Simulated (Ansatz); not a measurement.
# GaNH (quartet): relaxing a cheap start

Where does this start of GaNH (quartet) end when it is relaxed?

Method: UKS PBE0/def2-TZVP; program: Ansatz 0.2.0, Gaussian basis.

## (1) Where the work starts

3 atoms, charge 0, spin multiplicity 4.

Atoms are counted from 1 here; the program's logs count them from 0.

Bond lengths: N1–Ga2 2.061 Å, N1–H3 1.027 Å. Angles: Ga2–N1–H3 112.4°.

Coordinates:

```
N    -1.6886   -0.0987   -0.0036
Ga    0.3700    0.0078    0.0008
H    -2.1285    0.8294   -0.0019
```

The start was built by rule and, where that kept it together, relaxed with GFN2-xTB. Sticks and bond lists go by distance. No spin-orbit coupling is included. 

## (2) The run

File in.yaml:

```yaml
crystal:
  periodic: [false, false, false]
  atoms:
    - {symbol: N, position_ang: [-1.688619, -0.098689, -0.003638]}
    - {symbol: Ga, position_ang: [0.369999, 0.007836, 0.000758]}
    - {symbol: H, position_ang: [-2.128542, 0.829372, -0.001881]}
basis:
  gaussian: {orbitals: def2-TZVP}
magnetization: {spin_polarized: true, initial_magnetization: 3}
hamiltonian: {xc: pbe0}
relax: {f_tol: 0.004, max_steps: 80}
```

The run is started by

```bash
$ ansatz run in.yaml --threads 1 --pin off --events-out ev --progress --plain --max-ram 2176MiB
```

Before running it: what results should come out? Wanted: energy gained; shift from the start; total energy; dipole moment; ⟨S²⟩.

As calculated:

| quantity | value |
| --- | --- |
| steps | 5 |
| energy gained | 0.027 eV |
| shift from the start (rms) | 0.065 Å |
| total energy | -53871.6073 eV |
| dipole moment | 1.14 D |
| ⟨S²⟩ | 3.765 |

The bonds of the start are those of the end. N1–H3 went from 1.027 to 1.033 Å. No vibrations were run, so this is a stationary point, not a proven minimum, and this spin need not be the ground state's.
